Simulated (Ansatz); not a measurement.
# UPBE0/6-31G(d) (spherical functions) run of Si2NH5F (SMILES F[SiH2]N[SiH2])

What is the electronic atomisation energy of Si2NH5F at UPBE0/6-31G* (spherical functions)? 

Program for the calculation: Ansatz 0.2.0.

74 further runs of the same task are left out: 74 set aside as unsound or not needed.

## (1) Starting point

Si2NH5F has 9 atoms, charge 0, and is taken as a doublet. SMILES: `F[SiH2]N[SiH2]`. The coordinates come from a PBE0-D4/def2-TZVP relaxation. This is one conformer, not always the lowest.

Bond lengths: F1–Si2 1.600 Å, Si2–N3 1.712 Å, N3–Si4 1.736 Å, Si2–H5 1.480 Å, Si2–H6 1.477 Å, N3–H7 1.012 Å, Si4–H8 1.489 Å, Si4–H9 1.494 Å. Some angles: F1–Si2–N3 112.4°, Si2–N3–Si4 128.4°, F1–Si2–H5 106.1°, F1–Si2–H6 106.9°, N3–Si2–H5 109.2°, N3–Si2–H6 108.5°, Si2–N3–H7 115.7°, Si4–N3–H7 115.2°, N3–Si4–H8 106.6°, N3–Si4–H9 109.5°.

## (2) A single-point energy at UPBE0/6-31G(d) (spherical functions)

Input file run.yaml:

```yaml
crystal:
  periodic: [false, false, false]
  atoms:
    - {symbol: F, position_ang: [-1.778200, 1.208900, -1.181800]}
    - {symbol: Si, position_ang: [-0.288000, 1.123600, -0.604900]}
    - {symbol: "N", position_ang: [0.241500, -0.491400, -0.403000]}
    - {symbol: Si, position_ang: [0.023600, -1.533600, 0.967900]}
    - {symbol: H, position_ang: [0.576300, 1.799100, -1.598800]}
    - {symbol: H, position_ang: [-0.302800, 1.779800, 0.718800]}
    - {symbol: H, position_ang: [0.600400, -0.942200, -1.234500]}
    - {symbol: H, position_ang: [-0.246300, -0.650000, 2.136200]}
    - {symbol: H, position_ang: [1.261800, -2.340700, 1.182700]}
basis:
  gaussian:
    orbitals: 6-31G_st_-spherical.json
magnetization:
  spin_polarized: true
  initial_magnetization: 1
hamiltonian:
  xc: pbe0
accuracy: high
output: {orbitals: {seedname: orbitals}}
```

The basis set 6-31G* is read from a file made from the Basis Set Exchange's data (not shown).

On the command line:

```bash
ansatz run run.yaml --threads 1 --pin off --max-ram 3480MiB --events-out events.jsonl --progress --plain --runs-dir runs
```

Standard output:

```text
Warning: RAYON_NUM_THREADS=1 ignored (pool sized by the plan → 1); use --threads N
Functional definition: PBE0
  name "PBE0"
  parameter a = 0.25
  parameter kappa = 0.804
  parameter beta = 0.06672455060314922
  exchange = (1 - a)*pbe_x(kappa = kappa, mu = beta*pi^2/3) + a*exact_x
  correlation = pbe_c(beta = beta)
1686 factors; integrals over basis functions are off by at most 3.6e-9 eV
mean field evaluation 1: about -20026.7570 eV, gradient 3.9e1 eV
mean field evaluation 2: about -20016.6511 eV, gradient 5.9e1 eV
mean field evaluation 4: about -20032.3821 eV, gradient 3.7e0 eV
mean field evaluation 8: about -20032.6535 eV, gradient 1.9e-1 eV
mean field evaluation 16: about -20032.6537 eV, gradient 1.0e-4 eV
mean field -20032.65372297 eV, -736.1864456989 hartree, gradient 3.1e-8 eV, S^2 0.751559; 0 other end points of the search recorded, 0 dependent functions left out
reference -20032.65372604 eV, -736.1864458116 hartree; 25, 24 occupied and 49, 50 virtual orbitals, 1686 factors
Total energy: -20032.65372604 eV, -736.1864458116 hartree
```

Run time: 14 s. Hardware: 1 thread of Arm Neoverse V2, shared host; peak memory 0.36 GiB.

## (3) The F atom

Input file run.yaml:

```yaml
crystal:
  periodic: [false, false, false]
  atoms:
    - {symbol: F, position_ang: [0.000000, 0.000000, 0.000000]}
basis:
  gaussian: {orbitals: 6-31G_st_-spherical.json}
hamiltonian: {xc: pbe0}
magnetization: {spin_polarized: true, initial_magnetization: 1}
accuracy: high
```

The basis set 6-31G* is read from a file made from the Basis Set Exchange's data (not shown).

Run the same way, it converges to -99.62354 Eh (log not shown).

## (4) The H atom at the same level

Input file molecule.yaml:

```yaml
basis:
  gaussian:
    orbitals: "6-31G*"
crystal:
  periodic: [false, false, false]
  atoms:
    - symbol: H
      position_ang: [0.000000, 0.000000, 0.000000]
magnetization:
  spin_polarized: true
  initial_magnetization: 1
hamiltonian:
  xc: pbe0
accuracy: high
```

On the command line:

```bash
ansatz run molecule.yaml --threads 1 --pin off --max-ram 3480MiB --events-out events.jsonl --progress --plain --runs-dir runs
```

Standard output, shortened:

```text
Warning: RAYON_NUM_THREADS=1 ignored (pool sized by the plan → 1); use --threads N
[... 7 set-up lines as earlier in the session ...]
3 factors; integrals over basis functions are off by at most 5.4e-10 eV
mean field evaluation 1: about -13.5805 eV, gradient 4.1e-1 eV
mean field evaluation 2: about -13.5821 eV, gradient 3.1e-2 eV
mean field evaluation 4: about -13.5815 eV, gradient 2.3e-5 eV
mean field evaluation 8: about -13.5815 eV, gradient 1.4e-10 eV
mean field -13.58145828 eV, -0.4991093860 hartree, gradient 1.2e-9 eV, S^2 0.750000; 0 other end points of the search recorded, 0 dependent functions left out
reference -13.58145949 eV, -0.4991094305 hartree; 1, 0 occupied and 1, 2 virtual orbitals, 3 factors
Total energy: -13.58145949 eV, -0.4991094305 hartree
```

It took 0.1 s on 1 thread of Arm Neoverse V2, shared host.

## (5) The N atom

Input file run.yaml:

```yaml
crystal:
  periodic: [false, false, false]
  atoms:
    - {symbol: N, position_ang: [0.000000, 0.000000, 0.000000]}
basis:
  gaussian:
    orbitals: 6-31G_st_-spherical.json
magnetization:
  spin_polarized: true
  initial_magnetization: 3
hamiltonian:
  xc: pbe0
accuracy: high
```

The basis set 6-31G* is read from a file made from the Basis Set Exchange's data (not shown).

On the command line:

```bash
ansatz run run.yaml --threads 1 --pin off --max-ram 3480MiB --events-out events.jsonl --progress --plain --runs-dir runs
```

Standard output, shortened:

```text
Warning: RAYON_NUM_THREADS=1 ignored (pool sized by the plan → 1); use --threads N
[... 7 set-up lines as earlier in the session ...]
96 factors; integrals over basis functions are off by at most 1.2e-9 eV
mean field evaluation 1: about -1483.6017 eV, gradient 4.2e0 eV
mean field evaluation 2: about -1483.6676 eV, gradient 2.0e0 eV
mean field evaluation 4: about -1483.6873 eV, gradient 9.0e-2 eV
mean field evaluation 8: about -1483.6867 eV, gradient 1.7e-4 eV
mean field -1483.68667540 eV, -54.5244796419 hartree, gradient 6.5e-9 eV, S^2 3.751796; 0 other end points of the search recorded, 0 dependent functions left out
reference -1483.68667621 eV, -54.5244796718 hartree; 5, 2 occupied and 9, 12 virtual orbitals, 96 factors
Total energy: -1483.68667621 eV, -54.5244796718 hartree
```

Run time: 0.24 s. Hardware: 1 thread of Arm Neoverse V2, shared host.

## (6) The Si atom at the same level

Input file molecule.yaml:

```yaml
crystal:
  periodic: [false, false, false]
  atoms:
    - {symbol: Si, position_ang: [0.000000, 0.000000, 0.000000]}
basis:
  gaussian:
    orbitals: 6-31G_st_-spherical.json
total_charge: 0
magnetization:
  spin_polarized: true
  initial_magnetization: 2
hamiltonian:
  xc: pbe0
accuracy: high
```

The basis set 6-31G* is read from a file made from the Basis Set Exchange's data (not shown).

Run the same way, it converges to -289.22845 Eh (log not shown).

## (7) Summary of results

At UPBE0/6-31G* (spherical functions):

| quantity | value |
| --- | --- |
| molecule: total energy | -736.18645 Eh |
| molecule: HOMO energy (highest over α and β) | -5.68 eV |
| molecule: LUMO energy (lowest over α and β) | -2.06 eV |
| molecule: ⟨S²⟩ | 0.752 |
| F atom: total energy | -99.62354 Eh |
| F atom: ⟨S²⟩ | 0.751 |
| H atom: total energy | -0.49911 Eh |
| H atom: ⟨S²⟩ | 0.750 |
| N atom: total energy | -54.52448 Eh |
| N atom: ⟨S²⟩ | 3.752 |
| Si atom: total energy | -289.22845 Eh |
| Si atom: ⟨S²⟩ | 2.002 |
| electronic atomisation energy | 29.551 eV |

What this shows: Taking the molecule apart into free atoms costs 29.55 eV (681 kcal/mol), before zero-point energy and without spin-orbit coupling.
